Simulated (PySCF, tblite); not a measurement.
# C₅H₁₁BNSi radical: geometry, infrared bands and EPR parameters

Wanted: the infrared bands and EPR parameters of C₅H₁₁BNSi radical (`[H]/[C]=C\C=N/B(C)[SiH2]C`), by calculation.

Programs: tblite 0.8.0 and PySCF 2.14.0, with density-fitted response routines of our own. Each step states its level of theory. These are calculated values for one molecule in the gas phase, unless marked as measured. Atoms are numbered from 0 throughout.

**1. The starting structure**

19 atoms, charge 0, multiplicity 2; geometry from: force field or distance geometry start.

Bonds of the start (Å): C0–C1 1.31, C1–C2 1.45, C2–N3 1.28, N3–B4 1.53, B4–C5 1.58, B4–Si6 1.95, Si6–C7 1.87, C0–H8 1.09, C1–H9 1.08, C2–H10 1.10, C5–H11 1.13, C5–H12 1.14, C5–H13 1.09, Si6–H14 1.48, Si6–H15 1.47, C7–H16 1.11, C7–H17 1.10, C7–H18 1.11.

**2. Relaxing the molecule with GFN2-xTB**

Job settings and geometry (Å):

```
{"job": {"kind": "relax", "xc": "GFN2-xTB", "basis": "xTB"}, "charge": 0, "multiplicity": 2}
C     -3.666800     0.753000     0.115800
C     -2.432800     0.330800     0.048300
C     -1.909900    -0.106200    -1.229400
N     -0.713500    -0.525100    -1.371000
B      0.258100    -0.626900    -0.191900
C     -0.081600    -1.486200     1.087300
Si     1.423900     0.906400     0.087300
C      3.196000     0.416000     0.401000
H     -4.333400     0.801500    -0.746900
H     -1.869800     0.319600     0.975600
H     -2.541800    -0.075600    -2.127000
H      0.763800    -2.235000     1.181400
H     -0.011100    -0.805600     1.996500
H     -1.013400    -2.046200     1.032800
H      0.909900     1.584500     1.298200
H      1.295600     1.820700    -1.051000
H      3.902400     0.832800    -0.344800
H      3.485500     0.837300     1.379400
H      3.329100    -0.686500     0.481300
```

The run is started by

```sh
$ OMP_NUM_THREADS=1 python probes_run.py task.json out
```

This one command runs all jobs of the session in turn.

**Question.** This job is followed by: GFN2-xTB harmonic vibrations, gas phase; UKS B3LYP, pcH-1 on B C H N Si, non-relativistic, mean-field spin-orbit, GIAO. Predict these results of the whole session: strongest single infrared mode (GFN2-xTB); zero-point energy (GFN2-xTB); g(iso) (B3LYP); ⟨S²⟩; largest a(iso) (averaged by class); potential on the surface of density 0.002 e/bohr³, 1st and 99th percentile.

The runs gave:

```
                                                                  quantity                  value
                                 strongest single infrared mode (GFN2-xTB)  2123 cm⁻¹, 479 km/mol
                                              zero-point energy (GFN2-xTB)          89.1 kcal/mol
                                                            g(iso) (B3LYP)                2.00223
                                                                      ⟨S²⟩     0.763 (exact 0.75)
                                        largest a(iso) (averaged by class)   13C on C0, 349.8 MHz
potential on the surface of density 0.002 e/bohr³, 1st and 99th percentile     -0.39 V and 1.40 V
```

What this shows: Relaxing lowered the energy by 1.393 eV in 142 steps; the close pair that moved most is N3–B4, from 1.531 to 1.333 Å. The lowest mode is slightly imaginary (10i cm⁻¹), a soft motion within the noise of the Hessian, so the minimum is not strictly shown. The strongest single mode, at 2123 cm⁻¹, moves mainly H14. GFN2-xTB is a fitted tight-binding method: band positions and strengths are rough. Its intensities can rank the bands wrongly. Most of the unpaired spin sits on C0 (1.06 e). The isotropic g lies 0.1 ppt below the free-electron value. These values are for one conformer; the search (at its own cheap level) found 2 more, at 0.00, 0.86 kcal/mol (those within 0.05 may be mirror or relabelled copies), and measured spectra average over such forms.
